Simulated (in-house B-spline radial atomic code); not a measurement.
# As³⁺: ionisation energy by several methods

One table from this session's results is given with a row withheld; the runs are named, their logs left out.

Method: non-relativistic, several functionals, spin-polarised, exact exchange averaged over the configuration; spherical all-electron atom at the radial basis limit. Code: in-house B-spline radial atomic code version 1.

## The system

- element: arsenic (Z = 33)
- charge: +3
- electrons: 30
- configuration: [Ar] 3d10 4s2
- nucleus: point

Outer shells as boxes (Hund's rule):

[Ar] 3d10 4s2
```
[Ar] core
3d [↑↓][↑↓][↑↓][↑↓][↑↓]
4s [↑↓]
```

Where spins are not typed, each open shell is filled with up spins first.

Set-up of the first run:

Settings, as recorded:

```ini
Z = 33
electrons = 30.0
configuration = [Ar] 3d10 4s2
hamiltonian = nr
method = m062x
spin_polarised = True
exact_exchange = averaged over the configuration
```

Run with:

```bash
python run_scf.py task.json out
```

The settings of every run stand in task.json; they run in order.

Among the steps run: M06-2X, a global hybrid; PBE0, a global hybrid; LC-ωPBE, a range-separated hybrid; B3LYP, a global hybrid; r2SCAN0, a global hybrid; HSE06, a range-separated hybrid.

One of the session's tables, all rows but one given; the rest of the session is left out.

| method | ΔSCF (eV) |
| --- | --- |
| M06-2X | 49.175 |
| PBE0 | 49.084 |
| B3LYP | 49.575 |
| r2SCAN0 | 48.809 |
| LC-ωPBE | ? |
| HSE06 | 49.156 |

Estimate the missing values for LC-ωPBE.

As computed: ΔSCF (eV): 49.154. In the column «ΔSCF (eV)» it lies between PBE0 (49.084) and HSE06 (49.156).

Caveats from the session: These runs lack relativity altogether, which can outweigh the gaps between the methods, so the nearest may be so by luck. These runs leave out relativity, which matters at this nuclear charge.
